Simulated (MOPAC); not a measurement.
# C3H6Si (SMILES [SiH3]C1=CC1) at 5 levels

Aim: a comparison of 5 runs (AM1, MNDO, PM6, PM6-D3H4, PM7) of C3H6Si. 

The results are computed with MOPAC 23.2.5.

4 further runs of the same task are left out: 2 that didn't finish, 2 set aside as unsound or not needed.

### 1 Starting point

C3H6Si: 10 atoms, total charge 0, spin state singlet. SMILES: `[SiH3]C1=CC1`. The shape is that of a GFN2-xTB optimisation.

Bond lengths: Si1–C2 1.855 Å, C2–C3 1.306 Å, C2–C4 1.519 Å, C3–C4 1.487 Å, Si1–H5 1.464 Å, Si1–H6 1.465 Å, Si1–H7 1.465 Å, C3–H8 1.062 Å, C4–H9 1.085 Å, C4–H10 1.085 Å. Some angles: Si1–C2–C3 153.4°, Si1–C2–C4 143.6°, C3–C2–C4 63.0°, C2–C3–C4 65.5°, C2–C4–C3 51.5°, C2–Si1–H5 108.8°, C2–Si1–H6 108.3°, C2–Si1–H7 108.3°, C2–C3–H8 150.7°, C4–C3–H8 143.8°.

### 2 Energy and forces at AM1 (run 1)

Contents of calc.mop:

```
AM1 DISP GRADIENTS BONDS 1SCF AUX(PRECISION=6) THREADS=1
gradient of C3H6Si

Si -0.994640 1 1.014470 1 -0.927630 1
C 0.000550 1 -0.241160 1 0.007530 1
C 0.337950 1 -1.461710 1 0.326510 1
C 1.112000 1 -0.404550 1 1.029490 1
H -1.937870 1 0.314400 1 -1.801240 1
H -1.711210 1 1.848770 1 0.040740 1
H -0.072630 1 1.838320 1 -1.714000 1
H 0.218150 1 -2.512490 1 0.225470 1
H 0.910080 1 -0.193070 1 2.074650 1
H 2.137630 1 -0.203000 1 0.738490 1
```

The run is started by

```console
$ mopac calc.mop
```

calc.out:

```text
MOPAC v23.2.5
AM1 CALCULATION RESULTS
[...]
           Empirical Formula: C3 H6 Si  =    10 atoms
      MOLECULAR POINT GROUP   :   Cs
[...]
     SCF FIELD WAS ACHIEVED
[...]
                              SUM =         69.27828 KCAL/MOL = FINAL HEAT OF FORMATION
          TOTAL ENERGY            =       -547.31135 EV
          ELECTRONIC ENERGY       =      -1778.78604 EV
          CORE-CORE REPULSION     =       1231.47470 EV
          COSMO AREA              =        124.37 SQUARE ANGSTROMS
          COSMO VOLUME            =        113.11 CUBIC ANGSTROMS
          GRADIENT NORM           =         90.26461          =       28.54418 PER ATOM
          IONIZATION POTENTIAL    =          9.847703 EV
          HOMO LUMO ENERGIES (EV) =         -9.848  0.769
          NO. OF FILLED LEVELS    =         11
          MOLECULAR WEIGHT        =         70.1659         POINT GROUP:  Cs
[...]
 DIPOLE           X         Y         Z       TOTAL
 POINT-CHG.    -0.667     0.494    -0.630     1.042
 HYBRID         0.425    -0.664     0.400     0.884
 SUM           -0.242    -0.170    -0.230     0.375
[...]
 * JOB ENDED NORMALLY *
[...]
```

Wall time 0.04 s (1 thread of Arm Neoverse N1, shared host).

### 3 Energy and gradient at MNDO (run 2)

Contents of c3h6si.mop:

```
MNDO 1SCF BONDS DISP GRADIENTS AUX(PRECISION=6) THREADS=1
C3H6Si

Si -0.994640 1 1.014470 1 -0.927630 1
C 0.000550 1 -0.241160 1 0.007530 1
C 0.337950 1 -1.461710 1 0.326510 1
C 1.112000 1 -0.404550 1 1.029490 1
H -1.937870 1 0.314400 1 -1.801240 1
H -1.711210 1 1.848770 1 0.040740 1
H -0.072630 1 1.838320 1 -1.714000 1
H 0.218150 1 -2.512490 1 0.225470 1
H 0.910080 1 -0.193070 1 2.074650 1
H 2.137630 1 -0.203000 1 0.738490 1
```

The run is started by

```console
$ mopac c3h6si.mop
```

c3h6si.out:

```text
MOPAC v23.2.5
MNDO CALCULATION RESULTS
[...]
           Empirical Formula: C3 H6 Si  =    10 atoms
      MOLECULAR POINT GROUP   :   Cs
[...]
     SCF FIELD WAS ACHIEVED
[...]
                              SUM =         59.33685 KCAL/MOL = FINAL HEAT OF FORMATION
          TOTAL ENERGY            =       -553.69366 EV
          ELECTRONIC ENERGY       =      -1787.87992 EV
          CORE-CORE REPULSION     =       1234.18626 EV
          COSMO AREA              =        124.37 SQUARE ANGSTROMS
          COSMO VOLUME            =        113.11 CUBIC ANGSTROMS
          GRADIENT NORM           =        142.78700          =       45.15321 PER ATOM
          IONIZATION POTENTIAL    =          9.979076 EV
          HOMO LUMO ENERGIES (EV) =         -9.979  0.891
          NO. OF FILLED LEVELS    =         11
          MOLECULAR WEIGHT        =         70.1659         POINT GROUP:  Cs
[...]
 DIPOLE           X         Y         Z       TOTAL
 POINT-CHG.    -0.658     0.232    -0.620     0.933
 HYBRID         0.433    -0.656     0.406     0.885
 SUM           -0.225    -0.424    -0.214     0.526
[...]
 * JOB ENDED NORMALLY *
[...]
```

Run time: 0.04 s. Hardware: 1 thread of Arm Neoverse N1, shared host.

Run 3 isn't shown in full; the table further down has it.

### 4 Energy and gradient at PM6-D3H4 (run 4)

Contents of input.mop:

```
PM6-D3H4 1SCF BONDS GRADIENTS DISP THREADS=1 AUX(PRECISION=6)
C3H6Si charge 0

Si    -0.994640 1     1.014470 1    -0.927630 1
C      0.000550 1    -0.241160 1     0.007530 1
C      0.337950 1    -1.461710 1     0.326510 1
C      1.112000 1    -0.404550 1     1.029490 1
H     -1.937870 1     0.314400 1    -1.801240 1
H     -1.711210 1     1.848770 1     0.040740 1
H     -0.072630 1     1.838320 1    -1.714000 1
H      0.218150 1    -2.512490 1     0.225470 1
H      0.910080 1    -0.193070 1     2.074650 1
H      2.137630 1    -0.203000 1     0.738490 1
```

The run is started by

```console
$ mopac input.mop
```

input.out:

```text
MOPAC v23.2.5
PM6-D3H4 CALCULATION RESULTS
[...]
           Empirical Formula: C3 H6 Si  =    10 atoms
      MOLECULAR POINT GROUP   :   Cs
[...]
     SCF FIELD WAS ACHIEVED
[...]
     *    WARNING - An energy term is incorrect or missing!
     *    FINAL HEAT OF FORMATION     =     55.76529 KCAL/MOL
     *    SUM OF CONTRIBUTIONS TO HoF =     54.31700 KCAL/MOL
     *                     DIFFERENCE =      1.44829 KCAL/MOL
          TOTAL ENERGY            =       -519.70647 EV
          ELECTRONIC ENERGY       =      -1738.69762 EV
          CORE-CORE REPULSION     =       1218.99115 EV
          COSMO AREA              =        124.37 SQUARE ANGSTROMS
          COSMO VOLUME            =        113.11 CUBIC ANGSTROMS
          GRADIENT NORM           =        245.14406          =       77.52136 PER ATOM
          IONIZATION POTENTIAL    =          9.948699 EV
          HOMO LUMO ENERGIES (EV) =         -9.949  0.263
          NO. OF FILLED LEVELS    =         11
          MOLECULAR WEIGHT        =         70.1659         POINT GROUP:  Cs
[...]
 DIPOLE           X         Y         Z       TOTAL
 POINT-CHG.    -0.758     0.541    -0.712     1.173
 HYBRID         0.681    -0.843     0.635     1.256
 SUM           -0.077    -0.302    -0.078     0.321
[...]
 * JOB ENDED NORMALLY *
[...]
```

Wall time 0.04 s (1 thread of Arm Neoverse N1, shared host).

### 5 Energy and gradient at PM7 (run 5)

Contents of job.mop:

```
PM7 1SCF DISP GRADIENTS BONDS AUX(PRECISION=9) THREADS=1
C3H6Si, PM7

Si -0.994640 1 1.014470 1 -0.927630 1
C 0.000550 1 -0.241160 1 0.007530 1
C 0.337950 1 -1.461710 1 0.326510 1
C 1.112000 1 -0.404550 1 1.029490 1
H -1.937870 1 0.314400 1 -1.801240 1
H -1.711210 1 1.848770 1 0.040740 1
H -0.072630 1 1.838320 1 -1.714000 1
H 0.218150 1 -2.512490 1 0.225470 1
H 0.910080 1 -0.193070 1 2.074650 1
H 2.137630 1 -0.203000 1 0.738490 1
```

The run is started by

```console
$ mopac job.mop
```

job.out:

```text
MOPAC v23.2.5
PM7 CALCULATION RESULTS
[...]
           Empirical Formula: C3 H6 Si  =    10 atoms
      MOLECULAR POINT GROUP   :   Cs
[...]
     SCF FIELD WAS ACHIEVED
[...]
     *    WARNING - An energy term is incorrect or missing!
     *    FINAL HEAT OF FORMATION     =     60.38390 KCAL/MOL
     *    SUM OF CONTRIBUTIONS TO HoF =     58.93561 KCAL/MOL
     *                     DIFFERENCE =      1.44829 KCAL/MOL
          TOTAL ENERGY            =       -548.39977 EV
          ELECTRONIC ENERGY       =      -1793.02891 EV
          CORE-CORE REPULSION     =       1244.62914 EV
          COSMO AREA              =        124.37 SQUARE ANGSTROMS
          COSMO VOLUME            =        113.11 CUBIC ANGSTROMS
          GRADIENT NORM           =        250.74369          =       79.29212 PER ATOM
          IONIZATION POTENTIAL    =         10.018801 EV
          HOMO LUMO ENERGIES (EV) =        -10.019  0.663
          NO. OF FILLED LEVELS    =         11
          MOLECULAR WEIGHT        =         70.1659         POINT GROUP:  Cs
[...]
 DIPOLE           X         Y         Z       TOTAL
 POINT-CHG.    -0.841     0.710    -0.789     1.354
 HYBRID         0.517    -0.610     0.481     0.933
 SUM           -0.325     0.100    -0.308     0.458
[...]
 * JOB ENDED NORMALLY *
[...]
```

Run time: 0.04 s. Hardware: 1 thread of Arm Neoverse N1, shared host.

### 6 Overview of the runs

```
run     level  heat of formation (kcal/mol)  dipole moment (D)  HOMO energy (eV)  LUMO energy (eV)  wall time
  1       AM1                         69.28               0.38             -9.85              0.77     0.04 s
  2      MNDO                         59.34               0.53             -9.98              0.89     0.04 s
  3       PM6                         54.40               0.32             -9.95              0.26     0.04 s
  4  PM6-D3H4                         55.77               0.32             -9.95              0.26     0.04 s
  5       PM7                         60.38               0.46            -10.02              0.66     0.04 s
```

### 7 Outcome

| quantity | value |
| --- | --- |
| run 5: total energy | -20.15332 Eh |
| run 5: dipole moment | 0.46 D |
| run 5: HOMO energy | -10.02 eV |
| run 5: LUMO energy | 0.66 eV |
| run 5: HOMO–LUMO gap | 10.68 eV |
| run 5: dispersion energy | -1.26 kJ/mol |
| run 5: heat of formation at this unrelaxed shape | 60.4 kcal/mol |
| run 5: largest force on an atom | 8.051 eV/Å |

The dipole moment (its size) runs from 0.32 D (PM6) to 0.53 D (MNDO). The HOMO–LUMO gap runs from 10.21 eV (PM6) to 10.87 eV (MNDO). Force-field and semi-empirical energies have zeros of their own, so their totals don't compare. All runs together took 0.2 s, the longest 0.04 s.
